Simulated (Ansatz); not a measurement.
**The germanium atom: small, medium and large basis sets**

How large a basis does the germanium atom need? Two functionals are run in growing sets.

Program: Ansatz 0.2.0, Gaussian basis. Level of theory: one geometry, several basis sets. These are calculated values, not measurements.

The runs, in order: PBE0/def2-SVP; ωB97M-V/def2-SVP; PBE0/def2-QZVPP; ωB97M-V/def2-QZVPP; the functionals' def2-TZVPP values are taken from earlier runs.

## (1) The atom

1 atom, charge 0, spin multiplicity 3.

## (2) PBE0 in def2-SVP

in.yaml reads:

```yaml
crystal:
  periodic: [false, false, false]
  atoms:
    - {symbol: Ge, position_ang: [0.000000, 0.000000, 0.000000]}
basis:
  gaussian: {orbitals: def2-SVP}
magnetization: {spin_polarized: true, initial_magnetization: 2}
hamiltonian: {xc: pbe0}
output: {orbitals: {seedname: orbitals}}
```

The runs that follow: ωB97M-V in def2-SVP; PBE0 in def2-QZVPP; ωB97M-V in def2-QZVPP.

**Question.** What will the summary of the whole plan be? Wanted: PBE0: double and triple zeta above quadruple; ωB97M-V: double and triple zeta above quadruple.

The runs gave:

| quantity | value |
| --- | --- |
| PBE0: double and triple zeta above quadruple | 8.31, 1.24 eV |
| ωB97M-V: double and triple zeta above quadruple | 8.25, 1.21 eV |

In words: For PBE0 the step from double to triple zeta gains 7.08 eV and the next only 1.24 eV. Total energies overstate the basis error of differences, where much of it tends to cancel.
